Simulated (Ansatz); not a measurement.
I need a rigid scan of one bond length of CH₅GeN, SMILES N=[CH][GeH3]. Use the Ansatz DFT code, driven from Python. Level of theory (for the species named): CAM-B3LYP, def2-SVP basis, multiplicity 1.

```yaml
atoms:
  - { symbol: N, position_ang: [-1.4138, 0.3567, -1.0422] }
  - { symbol: C, position_ang: [-0.2267, 0.6021, -0.7943] }
  - { symbol: Ge, position_ang: [0.6180, -0.3350, 0.6261] }
  - { symbol: H, position_ang: [-1.9455, -0.2579, -0.5082] }
  - { symbol: H, position_ang: [0.3438, 1.3085, -1.4041] }
  - { symbol: H, position_ang: [-0.0619, 0.0033, 1.9765] }
  - { symbol: H, position_ang: [0.6061, -1.8594, 0.3763] }
  - { symbol: H, position_ang: [2.1721, 0.1246, 0.7139] }
```

`ch5gen.py`
```python
# -*- coding: utf-8 -*-
"""Potential curve of CH5GeN along one bond."""

import ansatz
import numpy as np

GEOMETRY = """
N    -1.41380    0.35670   -1.04220
C    -0.22670    0.60210   -0.79430
Ge    0.61800   -0.33500    0.62610
H    -1.94550   -0.25790   -0.50820
H     0.34380    1.30850   -1.40410
H    -0.06190    0.00330    1.97650
H     0.60610   -1.85940    0.37630
H     2.17210    0.12460    0.71390
"""

system = ansatz.Crystal.molecule()
for line in GEOMETRY.strip().splitlines():
    symbol, *xyz = line.split()
    system = system.atom(symbol, [float(v) for v in xyz])

symbols = [site.symbol for site in system.cartesian_sites]
start = np.array([site.position_ang for site in system.cartesian_sites])
axis = (start[7] - start[2]) / np.linalg.norm(start[7] - start[2])
moving = [7]
lengths, energies = [1.38, 1.49, 1.62, 1.79, 2.03, 2.43, 2.92, 3.57], []
for length in lengths:
    xyz = start.copy()
    xyz[moving] += (length - np.linalg.norm(start[7] - start[2])) * axis
    point = ansatz.Crystal.molecule()
    for symbol, place in zip(symbols, xyz):
        point = point.atom(symbol, place.tolist())
    calc = (
        point.calculation()
        .basis(gaussian="def2-SVP")
        .functional("CAM-B3LYP")
    )
    data = calc.run(threads=1).report
    energies.append(data["free_energy_ev"])
    print(f"r = {length:6.3f} A  E = {energies[-1]:.5f} eV  <S^2> = {abs(data['mean_field']['state']['spin_squared']):.3f}")

print("energy above the lowest point (eV):", [round(e - min(energies), 3) for e in energies])
```

```console
$ python ch5gen.py
r =  1.380 A  E = -59117.68164 eV  <S^2> = 0.000
r =  1.490 A  E = -59117.93932 eV  <S^2> = 0.000
r =  1.620 A  E = -59117.91829 eV  <S^2> = 0.000
r =  1.790 A  E = -59117.59365 eV  <S^2> = 0.000
r =  2.030 A  E = -59116.89042 eV  <S^2> = 0.000
r =  2.430 A  E = -59115.63500 eV  <S^2> = 0.000
r =  2.920 A  E = -59114.35052 eV  <S^2> = 0.000
r =  3.570 A  E = -59113.15861 eV  <S^2> = 0.000
energy above the lowest point (eV): [0.258, 0.0, 0.021, 0.346, 1.049, 2.304, 3.589, 4.781]
```

Notes:
- Total energies depend on the basis set; only differences at equal settings carry meaning.
- The rest of the molecule is held rigid at a force-field or estimated start geometry, and the basis set is modest; single-reference methods fail as a bond breaks.
- The orbitals are restricted, so S² is zero by construction.
- Toward dissociation an unrestricted state can lie under the restricted one, by tenths of an eV for polar bonds under a functional and by 1 to 2 eV or more for others.
- Timing: 22 s on 1 thread of Arm Neoverse V2, with other jobs on the host, peak memory 0.25 GiB.
